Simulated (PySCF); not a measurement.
# ClHgO (Hg(O)(Cl)-): the cost of one run

Method: PBE0, Hg def2-SVP with ECP60, O def2-SVP, Cl def2-SVP; scalar-relativistic core potentials, no spin–orbit coupling; program: PySCF 2.14.0.

1 further run of the same task is left out (for a known fault of the program).

## 1. Where the work starts

3 atoms, charge -1, spin multiplicity 1.

Bond lengths: Hg1–O2 1.524 Å, Hg1–Cl3 2.251 Å. Angles: O2–Hg1–Cl3 131.8°.

Coordinates:

```xyz
3
ClHgO
Hg    0.0000    0.0000    0.0000
O     1.3914    0.0000    0.6227
Cl   -2.0543    0.0000    0.9193
```

Formal oxidation states: Hg +2.

## 2. SCF at the start, singlet

Input file run.py (the lines that set the calculation):

```python
mol = gto.M(atom='''
Hg     0.00000     0.00000     0.00000
O      1.39140     0.00000     0.62270
Cl    -2.05430     0.00000     0.91930''',
    basis={'Hg': 'def2-SVP', 'O': 'def2-SVP', 'Cl': 'def2-SVP'},
    ecp={'Hg': 'def2-SVP'},
    charge=-1, spin=0)
mf = dft.RKS(mol, xc='PBE0')
mf.grids.atom_grid = (50, 194)
mf = mf.density_fit()  # fitting sets: Hg def2-universal-JKFIT, O def2-universal-JKFIT, Cl def2-universal-JKFIT
mf.conv_tol = 1e-08; mf.max_cycle = 55
mf.kernel(dm0)  # dm0: free metal ions and neutral atoms
```

Launch:

```
$ OMP_NUM_THREADS=2 python run.py
```

**Question.** How long does this run take on 2 threads of Arm Neoverse V2, shared host, and how much memory does it need?

About 1.1 s, with a peak of 0.27 GiB.
